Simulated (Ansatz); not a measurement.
**C₂H₈BSb: one species, many methods**

Aim: compute C₂H₈BSb with functionals from several rungs and with coupled cluster, and see how far each lands from CCSD(T) at the basis-set limit for the atomisation energy.

Computed with Ansatz 0.2.0, Gaussian basis. Level: functionals in def2-TZVPP, the program's frozen cores in correlated methods.

The runs, in order: PBE-D4, r2SCAN-D4, PBE0-D4, B3LYP-D4, ωB97X-V, ωB97M-V, B2PLYP; CCSD(T)/def2-TZVPP; MP2/def2-QZVPP; extrapolation to the limit.

### 1 The relaxed structure

An earlier PBE0-D4 in a triple-zeta def2 set relaxation fixed the geometry. Sb takes the def2 core potential; no spin-orbit term is included.

SMILES `[BH2][Sb]([CH3])[CH3]`, 12 atoms, charge 0, spin multiplicity 1.

Atoms are counted from 1 here; the program's logs count them from 0.

Bond lengths: B1–Sb2 2.191 Å, B1–H5 1.196 Å, B1–H6 1.196 Å, Sb2–C3 2.160 Å, Sb2–C4 2.160 Å, C3–H7 1.089 Å, C3–H8 1.089 Å, C3–H9 1.090 Å, C4–H10 1.089 Å, C4–H11 1.089 Å, C4–H12 1.090 Å. Angles: Sb2–B1–H5 120.2°, Sb2–B1–H6 120.2°, H5–B1–H6 119.0°, B1–Sb2–C3 100.1°, B1–Sb2–C4 100.1°, C3–Sb2–C4 98.4°, Sb2–C3–H7 110.7°, Sb2–C3–H8 109.1°, Sb2–C3–H9 108.6°, H7–C3–H8 109.7°, H7–C3–H9 109.5°, H8–C3–H9 109.2°, Sb2–C4–H10 110.7°, Sb2–C4–H11 109.1°, Sb2–C4–H12 108.6°, H10–C4–H11 109.7°, H10–C4–H12 109.6°, H11–C4–H12 109.2°.

### 2 PBE-D4 (GGA)

in.yaml

```yaml
crystal:
  periodic: [false, false, false]
  atoms:
    - {symbol: B, position_ang: [-1.524362, 1.411389, -0.057580]}
    - {symbol: Sb, position_ang: [0.596372, 0.879112, 0.086549]}
    - {symbol: C, position_ang: [0.509939, -0.598778, 1.659199]}
    - {symbol: C, position_ang: [0.767575, -0.460844, -1.598675]}
    - {symbol: H, position_ang: [-2.007598, 1.678889, -1.118471]}
    - {symbol: H, position_ang: [-2.168030, 1.591922, 0.934236]}
    - {symbol: H, position_ang: [-0.138763, -1.425955, 1.374580]}
    - {symbol: H, position_ang: [1.515137, -0.970053, 1.854649]}
    - {symbol: H, position_ang: [0.122175, -0.124749, 2.560732]}
    - {symbol: H, position_ang: [0.084039, -1.301991, -1.492610]}
    - {symbol: H, position_ang: [1.792217, -0.825155, -1.661007]}
    - {symbol: H, position_ang: [0.528400, 0.091113, -2.507502]}
basis:
  gaussian: {orbitals: def2-TZVPP}
hamiltonian: {xc: pbe, dispersion: d4}
output: {forces: true, orbitals: {seedname: orbitals}}
```

Launch:

```bash
ansatz run in.yaml --threads 4 --pin off --events-out ev --progress --plain --max-ram 10444MiB
```

After this run come: r2SCAN-D4 (meta-GGA); PBE0-D4 (hybrid); B3LYP-D4 (hybrid); ωB97X-V (range-separated); ωB97M-V (range-separated); B2PLYP (double hybrid); CCSD(T) in def2-TZVPP; MP2 in def2-QZVPP.

**Question.** What will the summary of the whole plan be? Wanted: atomisation energy, CCSD(T)/CBS; farthest; mean size of error, hybrid; mean size of error, range-separated; gap, smallest and largest; T1 diagnostic; triples share of the correlation energy.

The runs gave:

| quantity | value |
| --- | --- |
| atomisation energy, CCSD(T)/CBS | 4045.4 kJ/mol |
| functionals within 40.5 kJ/mol (1.0 %) | r2SCAN-D4, PBE0-D4, B3LYP-D4, ωB97X-V, ωB97M-V |
| farthest | PBE-D4 (+49.2 kJ/mol) |
| mean size of error, hybrid | 10.9 kJ/mol |
| mean size of error, range-separated | 8.2 kJ/mol |
| gap, smallest and largest | 2.48 eV (PBE-D4), 8.43 eV (ωB97X-V) |
| T1 diagnostic | 0.0140 |
| triples share of the correlation energy | 3.5 % |

What this shows: PBE-D4 is off by +49.2 kJ/mol. Double hybrids carry the basis error of their MP2 part in triple zeta, and no dispersion term here, so their miss is partly the set-up's. Misses under about 40.5 kJ/mol are within the doubt on the reference itself, which lacks core-valence correlation, spin-orbit coupling and higher excitations, and its outer-core shells are covered unevenly. All levels share the lack of spin-orbit coupling, which lowers the free heavy atoms and so the true binding. Hartree-Fock recovers 74 % of the binding; the rest is correlation. The gap grows from 2.5 to 8.4 eV across the functionals, mostly with the share of exact exchange. Correlated methods include outer-core shells of Sb, which these sets cover unevenly.
